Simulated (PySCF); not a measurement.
# P₆O₁₅: core binding energies

What do calculations give for the core binding energies of P₆O₁₅?

Computed with PySCF 2.14.0 and routines of our own; the level stands in each step. Atoms count from 0.

## (1) The system as given

21 atoms, charge 0, multiplicity 1; geometry from: GFN2-xTB.

## (2) Core binding energies: delta-SCF UKS SCAN, pcX-2 on the ionised atom, pcseg-1

What the job is given:

```
{"job": {"kind": "xps", "atoms": [3, 5]}, "charge": 0, "multiplicity": 1}
P      1.701067     0.000344     1.440230
P     -0.851139     1.474234     1.443999
P     -0.853052    -1.470759     1.444293
P      1.700384     0.001337    -1.444640
P     -0.850344     1.472854    -1.440287
P     -0.848610    -1.475087    -1.443400
O      0.718947     1.246415     1.357490
O      0.717847    -1.245342     1.365696
O     -1.442508     0.002155     1.363468
O      2.362676    -0.006273    -0.002573
O     -1.186869     2.045276     0.001409
O      0.719861     1.247826    -1.352324
O     -1.179507    -2.043601     0.001054
O      0.721190    -1.247208    -1.366829
O     -1.437444    -0.001649    -1.365021
O      2.629441     0.003251     2.528748
O     -1.309415     2.275979     2.536738
O     -1.319601    -2.271690     2.534284
O      2.621874     0.008222    -2.538979
O     -1.308848     2.274921    -2.532480
O     -1.311602    -2.281038    -2.531158
```

Method: delta-SCF UKS SCAN, pcX-2 on the ionised atom, pcseg-1 elsewhere, spin-free X2C (atomic blocks).

The run is started by

```console
$ OMP_NUM_THREADS=1 python large_run.py task.json out
```

The driver reads the jobs from task.json and runs them one after another.

Standard output:

```text
ground state, core basis on atom 3 (P), 360 functions
  cycle   1  E = -3180.53021979  |g| = 2.46e+00
  cycle   2  E = -3173.16030384  |g| = 6.56e+00
  cycle   3  E = -3181.37885567  |g| = 1.28e+00
  cycle   4  E = -3181.67207724  |g| = 3.38e-01
  cycle   5  E = -3181.69157236  |g| = 7.04e-02
  cycle   6  E = -3181.69233474  |g| = 3.97e-02
  cycle   7  E = -3181.69260054  |g| = 1.40e-02
  cycle   8  E = -3181.69263334  |g| = 5.06e-03
  cycle   9  E = -3181.69263837  |g| = 1.34e-03
  cycle  10  E = -3181.69263986  |g| = 3.65e-04
  E(ground) = -3181.88315537 Eh
hole in P 1s of atom 3
  cycle   1  E = -3101.29636669  |g| = 4.72e+00
  cycle   2  E = -3086.92326024  |g| = 5.34e+00
  cycle   3  E = -3021.15538630  |g| = 8.61e+00
  cycle   4  E = -3100.55910403  |g| = 2.09e+00
  cycle   5  E = -3100.92780064  |g| = 1.97e+00
  cycle   6  E = -3102.22758782  |g| = 6.81e-01
  cycle   7  E = -3102.38841772  |g| = 2.51e-01
  cycle   8  E = -3102.40304565  |g| = 1.81e-01
  cycle   9  E = -3102.41549949  |g| = 3.68e-02
  cycle  10  E = -3102.41589893  |g| = 1.84e-02
  cycle  11  E = -3102.41602318  |g| = 7.50e-03
  cycle  12  E = -3102.41604592  |g| = 2.39e-03
  cycle  13  E = -3102.41604795  |g| = 8.10e-04
  E(ion) = -3102.60854447 Eh   <S^2> = 0.7516   hole on atom = 1.000   binding energy = 2157.172 eV
hole in P 2p of atom 3
  cycle   1  E = -3176.04949268  |g| = 1.42e+00
  cycle   2  E = -3166.51053953  |g| = 4.26e+00
  cycle   3  E = -3175.91892964  |g| = 1.10e+00
  cycle   4  E = -3176.29373982  |g| = 5.95e-01
  cycle   5  E = -3176.39075329  |g| = 2.99e-01
  cycle   6  E = -3176.42307854  |g| = 1.07e-01
  cycle   7  E = -3176.42734670  |g| = 2.57e-02
  cycle   8  E = -3176.42746645  |g| = 1.96e-02
  cycle   9  E = -3176.42761027  |g| = 5.00e-03
  cycle  10  E = -3176.42761961  |g| = 2.12e-03
  E(ion) = -3176.62898464 Eh   <S^2> = 0.7527   hole on atom = 1.002   binding energy = 142.973 eV
  2p3/2 = 142.781 eV   2p1/2 = 143.682 eV
```

Run time: 2.8 min. Hardware: 1 thread of Arm Neoverse N1, shared host; peak memory 0.61 GiB.

The holes in one table. −ε is the ground-state orbital energy:

| hole | stands for | environment | ΔSCF (eV; 2p as the shell's mean) | −ε (eV) | ⟨S²⟩ |
| --- | --- | --- | --- | --- | --- |
| P1s on P3 | P0, P1, P2, P3, P4, P5 | phosphorus bonded to 4 O | 2157.17 | 2099.2 | 0.752 |
| P2p on P3 | P0, P1, P2, P3, P4, P5 | phosphorus bonded to 4 O | 143.08 | 131.7 | 0.753 |

Each hole run stands for the others of its class of like atoms.

With the spin-orbit splitting: P3 2p3/2 142.78, 2p1/2 143.68 eV. The table gives each 2p level as the mean over the whole 2p shell (two parts 2p3/2, one part 2p1/2), which differs a little from the single hole in the log.

## (3) Outcome

| quantity | value |
| --- | --- |
| P1s binding energies, SCAN/pcX-2 | P3 2157.17 eV |
| P2p binding energies, SCAN/pcX-2 | P3 143.08 eV |

In words: The values above hold for this geometry and these levels alone.
